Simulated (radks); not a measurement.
# Excited configurations of Pm³⁺

Aim: excitation energies and quantum defects of the outer electron of Pm³⁺, by total-energy differences.

The numbers are computed with radks (a radial shooting solver on a logarithmic mesh, Libxc functionals) version 1 (scalar-relativistic Kohn-Sham, PBE, spin-unpolarised, spherical densities, finite nucleus), except any that are marked as measured or tabulated.

### 1 The atom as given

- element: promethium (Z = 61)
- charge: +3
- electrons: 58
- configuration: [Xe] 4f4
- nuclear rms radius: 4.962 fm

The outer shells:

Pm³⁺
```
[Xe] core
4f [↑ ][↑ ][↑ ][↑ ][  ][  ][  ]
```

### 2 Ground configuration: [Xe] 4f4

The run's settings:

```text
Z 61
configuration [Xe] 4f4
relativity scalar-relativistic
functional pbe,pbe
spin unpolarised
nucleus finite rms 4.962 fm
c 137.035999084
```

### 3 The ion: [Xe] 4f3

Settings, as their differences from step 2:

```diff
@@ -1,3 +1,3 @@
 Z 61
-configuration [Xe] 4f4
+configuration [Xe] 4f3
 relativity scalar-relativistic
```

### 4 Outer electron in 5d: [Xe] 4f3 5d1

Settings, as their differences from step 3:

```diff
@@ -1,3 +1,3 @@
 Z 61
-configuration [Xe] 4f3
+configuration [Xe] 4f3 5d1
 relativity scalar-relativistic
```

### 5 Outer electron in 6p: [Xe] 4f3 6p1

Settings, as their differences from step 4:

```diff
@@ -1,3 +1,3 @@
 Z 61
-configuration [Xe] 4f3 5d1
+configuration [Xe] 4f3 6p1
 relativity scalar-relativistic
```

### 6 Outer electron in 6d: [Xe] 4f3 6d1

Settings, as their differences from step 5:

```diff
@@ -1,3 +1,3 @@
 Z 61
-configuration [Xe] 4f3 6p1
+configuration [Xe] 4f3 6d1
 relativity scalar-relativistic
```

### 7 Outer electron in 7s: [Xe] 4f3 7s1

Settings, as their differences from step 6:

```diff
@@ -1,3 +1,3 @@
 Z 61
-configuration [Xe] 4f3 6d1
+configuration [Xe] 4f3 7s1
 relativity scalar-relativistic
```

### 8 Outer electron in 7d: [Xe] 4f3 7d1

Settings, as their differences from step 7:

```diff
@@ -1,3 +1,3 @@
 Z 61
-configuration [Xe] 4f3 7s1
+configuration [Xe] 4f3 7d1
 relativity scalar-relativistic
```

### 9 Outer electron in 7f: [Xe] 4f3 7f1

Settings, as their differences from step 8:

```diff
@@ -1,3 +1,3 @@
 Z 61
-configuration [Xe] 4f3 7d1
+configuration [Xe] 4f3 7f1
 relativity scalar-relativistic
```

**Question.** What will these runs give? Wanted: for each run, outer orbital; excitation; binding; n*; quantum defect; <r>.

As calculated:

```csv
outer orbital,excitation (eV),binding (eV),n*,quantum defect,<r> (bohr)
5d,9.851,31.252,2.639,2.361,2.147
6p,18.990,22.113,3.138,2.862,3.626
6d,25.689,15.413,3.758,2.242,4.772
7s,26.164,14.938,3.817,3.183,5.636
7d,31.396,9.707,4.736,2.264,7.936
7f,34.528,6.574,5.754,1.246,11.21
```

Binding is E(ion) − E, and n* = 4/√(2·binding) in atomic units. The Δ-SCF energy to the ion that was run is 41.103 eV (NIST's first ionisation energy, to the ion's ground state: 41.2 eV, semi-empirical). Mean quantum defects: d 2.29, p 2.86, s 3.18, f 1.25. They fall with l, since high-l orbitals stay out of the core. Self-interaction in the functional shifts them, so they are the method's values and not measured ones. Spin polarisation and multiplet splitting are left out, so open shells lie too high by an amount that depends on their filling. Spin-orbit splitting is averaged out at the scalar-relativistic level.
